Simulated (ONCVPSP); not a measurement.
**Pseudopotential generation for F: ONCV, PBE**

Do these settings give a usable potential? It is generated, then checked for transferability, scattering, ghosts and hardness.

Program: ONCVPSP 4.0.1.1 (patched build). Reference atom: PBE, scalar-relativistic, spherical and spin-unpolarised. All values are calculated.

### Step 1. Settings

Typed settings, in words:

```
element                 : fluorine (F, Z = 9)
type                    : optimised norm-conserving Vanderbilt (ONCV)
frozen core             : [He]
valence charge          : 7
reference configuration : 2s2 2p5
partial waves           : 2s: rc 0.60 bohr, ncon 4, nbas 9, qcut 11.2 1/bohr, local; 2p: rc 1.15 bohr, ncon 4, nbas 9, qcut 12 1/bohr, 2 projectors, debl 2.8 Ha; d scattering state at 0.18 Ha: rc 1.20 bohr, ncon 4, nbas 9, qcut 8 1/bohr, 2 projectors, debl 3.9 Ha
local potential         : the s channel
core correction         : not asked for
```

An earlier all-electron run gives the scale for the radii.

All-electron outer shells of the reference configuration (PBE, scalar-relativistic, ld1.x):

```tsv
shell	level (eV)	outermost node (bohr)	outermost maximum (bohr)
1s	-663.37	–	0.11
2s	-29.90	0.24	0.76
2p	-11.11	–	0.71
```

### Step 2. Generation

Input file F.dat:

```
# ATOM AND REFERENCE CONFIGURATION
# atsym  z   nc   nv     iexc    psfile
  F 9.00    1    2        4      upf
#
#   n    l    f
    1    0    2.00
    2    0    2.00
    2    1    5.00
#
# PSEUDOPOTENTIAL AND OPTIMIZATION
# lmax
    2
#
#   l,   rc,      ep,       ncon, nbas, qcut
    0    0.60    0.00    4    9   11.20
    1    1.15    0.00    4    9   12.00
    2    1.20    0.18    4    9    8.00
#
# LOCAL POTENTIAL
# lloc, lpopt,  rc(5),   dvloc0
    0    5    0.60    0.00
#
# VANDERBILT-KLEINMAN-BYLANDER PROJECTORs
# l, nproj, debl
    0    0    3.10
    1    2    2.80
    2    2    3.90
#
# MODEL CORE CHARGE
# icmod, fcfact, rcfact
    0    0.00    0.00
#
# LOG DERIVATIVE ANALYSIS
# epsh1, epsh2, depsh
   -3.00    5.00    0.02
#
# OUTPUT GRID
# rlmax, drl
    6.00    0.01
#
# TEST CONFIGURATIONS
# ncnf
    4
# nvcnf
#   n    l    f
    2
    2    0    2.00
    2    1    4.00
#
    2
    2    0    2.00
    2    1    3.00
#
    2
    2    0    2.00
    2    1    2.00
#
    2
    2    0    2.00
    2    1    4.50
#
```

The run is started by

```sh
$ oncvpsp.x < F.dat > F.out
```

**Question.** What will these runs give? Wanted: cutoffs for 1 and 0.1 mHa per electron, occupied waves; bound ghosts; GHOST(+) flags; largest test error; largest phase difference near zero energy, channels read.

**Answer**, as computed:

| quantity | value |
| --- | --- |
| cutoffs for 1 and 0.1 mHa per electron, occupied waves | 55 Ha and 98 Ha |
| bound ghosts | none found |
| GHOST(+) flags | none at low energy |
| largest test error (AE − PS) | +348 meV, for 2s2 2p2 |
| largest phase difference near zero energy, channels read | 0.001 rad |

What this shows: The worst unpolarised test, 2s2 2p2, is off by 348 meV on 118.4 eV; by total energies transferability rates as fair for so large an energy. That test lies far up in energy; among those under 40 eV, nearer to bonding, the largest error is 8.9 meV. The potential is hard: the looser tolerance needs 55 Ha. It is free of bound ghosts as far as tested. Near zero energy the phases of the channels with partial waves agree within 0.001 rad.
